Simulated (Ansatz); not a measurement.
# CH₄ClInSe: a ladder of functionals and wavefunction methods

Aim: compute CH₄ClInSe with functionals from several rungs and with coupled cluster. The yardstick is the atomisation energy at the CCSD(T) limit.

The runs use Ansatz 0.2.0, Gaussian basis; functionals in def2-TZVPP, the program's frozen cores in correlated methods.

Levels to be run: LDA (SPW92), PBE-D4, revPBE-D4, BLYP-D4, r2SCAN-D4, B97M-V, PBE0-D4, B3LYP-D4, r2SCANh-D4, r2SCAN0-D4, HSE06-D4, BHLYP-D4, CAM-B3LYP-D4, LC-ωPBE, ωB97X-V, ωB97M-V, B2PLYP, PBE-QIDH; CCSD(T)/def2-SVP; CCSD(T)/def2-TZVPP; MP2/def2-QZVPP; extrapolation to the limit; RPA on PBE.

**1. The relaxed structure**

All runs share one geometry, relaxed beforehand with PBE0-D4 in a triple-zeta def2 set. In takes the def2 core potential; no spin-orbit term is included.

SMILES `[CH3][In]([Cl])[SeH]`, 8 atoms, charge 0, spin multiplicity 1.

Atoms are counted from 1 here; the program's logs count them from 0.

Bond lengths: C1–In2 2.132 Å, C1–H5 1.089 Å, C1–H6 1.090 Å, C1–H7 1.090 Å, In2–Cl3 2.345 Å, In2–Se4 2.493 Å, Se4–H8 1.469 Å. Angles: In2–C1–H5 110.7°, In2–C1–H6 108.7°, In2–C1–H7 108.7°, H5–C1–H6 109.8°, H5–C1–H7 110.1°, H6–C1–H7 108.9°, C1–In2–Cl3 118.0°, C1–In2–Se4 130.6°, Cl3–In2–Se4 111.4°, In2–Se4–H8 90.5°.

**2. LDA**

This LDA is Slater exchange with PW92 correlation.

File in.yaml:

```yaml
crystal:
  periodic: [false, false, false]
  atoms:
    - {symbol: C, position_ang: [-0.149194, 1.463677, -0.671236]}
    - {symbol: In, position_ang: [0.152904, -0.430326, 0.259217]}
    - {symbol: Cl, position_ang: [2.085109, -0.724522, 1.554920]}
    - {symbol: Se, position_ang: [-1.242897, -2.496283, 0.228129]}
    - {symbol: H, position_ang: [-1.004046, 1.428839, -1.344440]}
    - {symbol: H, position_ang: [-0.320949, 2.210208, 0.104673]}
    - {symbol: H, position_ang: [0.751719, 1.729265, -1.224066]}
    - {symbol: H, position_ang: [-0.272637, -3.180848, 1.092803]}
basis:
  gaussian: {orbitals: def2-TZVPP}
hamiltonian: {xc: lda}
output: {orbitals: {seedname: orbitals}}
```

Command:

```console
> ansatz run in.yaml --threads 4 --pin off --events-out ev --progress --plain --max-ram 10444MiB
```

After this run come: PBE-D4 (GGA); revPBE-D4 (GGA); BLYP-D4 (GGA); r2SCAN-D4 (meta-GGA); B97M-V (meta-GGA); B3LYP-D4 (hybrid); r2SCANh-D4 (hybrid); r2SCAN0-D4 (hybrid); HSE06-D4 (hybrid); BHLYP-D4 (hybrid); CAM-B3LYP-D4 (range-separated); LC-ωPBE (range-separated); ωB97X-V (range-separated); ωB97M-V (range-separated); B2PLYP (double hybrid); PBE-QIDH (double hybrid); CCSD(T) in def2-SVP; CCSD(T) in def2-TZVPP; MP2 in def2-QZVPP; RPA on PBE orbitals.

Q: Predict the results of all the runs planned. Wanted: atomisation energy, CCSD(T)/CBS; farthest beyond LDA; mean size of error, GGA; mean size of error, meta-GGA; mean size of error, hybrid; mean size of error, range-separated; mean size of error, double hybrid; gap, smallest and largest; T1 diagnostic.

**Answer**, as computed:

```
                               quantity                                                                       value
        atomisation energy, CCSD(T)/CBS                                                                   25.361 eV
    functionals within 0.254 eV (1.0 %)  PBE-D4, r2SCAN-D4, B97M-V, PBE0-D4, r2SCANh-D4, HSE06-D4, ωB97X-V, ωB97M-V
                    farthest beyond LDA                                                        BHLYP-D4 (-0.948 eV)
                mean size of error, GGA                                                                    0.463 eV
           mean size of error, meta-GGA                                                                    0.086 eV
             mean size of error, hybrid                                                                    0.407 eV
    mean size of error, range-separated                                                                    0.286 eV
      mean size of error, double hybrid                                                                    0.478 eV
              gap, smallest and largest                                       3.90 eV (BLYP-D4), 10.56 eV (LC-ωPBE)
                          T1 diagnostic                                                                      0.0114
triples share of the correlation energy                                                                       3.6 %
```

What this shows: LDA overbinds by 3.285 eV (13 %). PBE-D4 misses by +0.026 eV. Double hybrids carry the basis error of their MP2 part in triple zeta, and no dispersion term here, so their miss is partly the set-up's. Taken by rung, meta-GGA functionals do best (0.086 eV on average) and double hybrid ones worst beyond LDA (0.478 eV). The reference freezes the cores and leaves out spin-orbit coupling and excitations past (T), and its outer-core shells are covered unevenly, so misses under about 0.254 eV can't be ranked. All levels share the lack of spin-orbit coupling, which lowers the free heavy atoms and so the true binding. Hartree-Fock recovers 73 % of the binding; the rest is correlation. CCSD(T) in def2-SVP is off by -1.774 eV, so the small basis spoils what the method gains. Orbital gaps span 3.9 to 10.6 eV; exact exchange widens them. Correlated methods include outer-core shells of In, Se, which these sets cover unevenly.
